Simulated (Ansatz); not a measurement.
Crystal: CuPd3.

```
CELL_PARAMETERS angstrom
-1.90532 1.90532 3.91218
1.90532 -1.90532 3.91218
1.90532 1.90532 -3.91218
ATOMIC_POSITIONS crystal
Pd 0.50000 0.50000 0.00000
Pd 0.25000 0.75000 0.50000
Pd 0.75000 0.25000 0.50000
Cu 0.00000 0.00000 0.00000
```

The cell comes from a database or a generator and needn't be the stable form of this composition.

```yaml
Program: Ansatz 0.2.0
Task: single point
Functional: PBEsol
Potentials_or_basis: all-electron LAPW, scalar-relativistic
Cutoff: 279 eV (chosen from the basis error)
Basis_error_allowed: 0.001 eV/atom
k_mesh: 10 × 10 × 10
Occupations: fermi-dirac, width 0.05 eV
Spin: no spin polarisation
```

On this cell: pressure -4.7 GPa; largest force under 0.003 eV/Å; band gap on the k mesh none (metal or under the smearing width).

The same run follows on a disturbed copy (atoms moved at random, drawn with an rms of 0.05 Å):

```xyz
4
Lattice="-1.9053 1.9053 3.9122 1.9053 -1.9053 3.9122 1.9053 1.9053 -3.9122" Properties=species:S:1:pos:R:3 pbc="T T T"
Pd   -0.0481    0.0131    3.9216
Pd    1.9343   -0.0248    1.9329
Pd   -0.0372    1.8949    1.9716
Cu   -0.0291   -0.0008   -0.0144
```

Q: What does the disturbed cell give?

A: The energy (extrapolated to zero smearing) moves by +7.3 meV/atom; pressure -4.3 GPa; largest force 0.671 eV/Å; band gap on the k mesh none (metal or under the smearing width).

Forces in eV/Å, atoms in the order of the input:
```
Pd   0.241 -0.203 -0.126
Pd  -0.619  0.216  0.143
Pd   0.375 -0.019 -0.067
Cu   0.003  0.005  0.049
```

Stress tensor (GPa, compression positive):
```
-4.35 -0.08  0.26
-0.08 -3.87  0.09
 0.26  0.09 -4.79
```
